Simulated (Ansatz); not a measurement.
Runs of Ansatz 0.2.0 on NiMoIrPdW. The structure is trigonal, space group P3m1 (No. 156). Conventional cell: a = 2.770 Å, b = 2.770 Å, c = 21.881 Å, α = 90.00°, β = 90.00°, γ = 120.00°. Ni (site symmetry 3m) is surrounded by 9 Ni at 2.52 to 2.77 Å and 3 W at 2.57 Å. Around Ni (site symmetry 3m) lie 9 Ni at 2.52 to 2.77 Å and 3 Ir at 2.62 Å. Around Mo (site symmetry 3m) lie 3 Ir at 2.76 Å and 6 Mo at 2.77 Å and 3 Pd at 2.80 Å. Mo (site symmetry 3m) has 3 Ir at 2.66 Å and 6 Mo at 2.77 Å and 3 Pd at 2.82 Å as nearest neighbours. Pd (site symmetry 3m) is surrounded by 6 Pd at 2.77 Å and 3 W at 2.79 Å and 3 Mo at 2.80 Å. Pd (site symmetry 3m) is surrounded by 6 Pd at 2.77 Å and 3 W at 2.80 Å and 3 Mo at 2.82 Å. Around Ir (site symmetry 3m) lie 3 Mo at 2.76 Å and 6 Ir at 2.77 Å and 3 W at 2.77 Å. Ir (site symmetry 3m) has 3 Ni at 2.62 Å and 3 Mo at 2.66 Å and 6 Ir at 2.77 Å as nearest neighbours. The cell was built by a generator and needn't be a form met in nature.

```tsv
task	level	cell	k mesh	points for each segment of the path	gap on the mesh (eV)	pressure (GPa)	moment (μB)	relaxed volume (Å³/atom)	largest force (eV/Å)
relaxation of cell and atoms	BLYP	relaxed	8 × 8 × 1	-	none	0.0	0.00	(a)	-
relaxation of cell and atoms	PBE+D4	relaxed	8 × 8 × 1	-	none	0.0	0.00	14.22	-
band structure	PBEsol	as given	11 × 11 × 2	10	none	(b)	0.00	-	0.16
relaxation of cell and atoms	PBEsol	relaxed	8 × 8 × 1	-	none	0.0	0.00	14.03	-
band structure	BLYP	as given	11 × 11 × 2	10	none	11.3	0.00	-	0.28
```

Alike in all rows: potentials or basis Ansatz PAW; spin collinear, ferromagnetic start; cutoff (eV) 420; smearing fermi-dirac 0.05 eV.

Task: Fill in the values left out.

Result: (a) 15.22; (b) -9.2.

Caveats: the starting moments weren't kept; the PAW data sets come from PBE, with cores solved anew for the run's functional, which leaves a small shift of forces and pressure (some runs); the plane-wave basis is chosen anew once the cell has moved, so the energies of steps on either side of that aren't comparable (some runs); spin-orbit coupling is left out, which moves the levels of the heavy elements (some runs); pairwise dispersion overbinds metals, which lowers pressure and volume (some runs).

A k mesh can miss the band edges, and the runs leave out spin-orbit coupling on Ir, Mo, Pd, W.

A gap of «none» marks a metal or a gap under the smearing width.
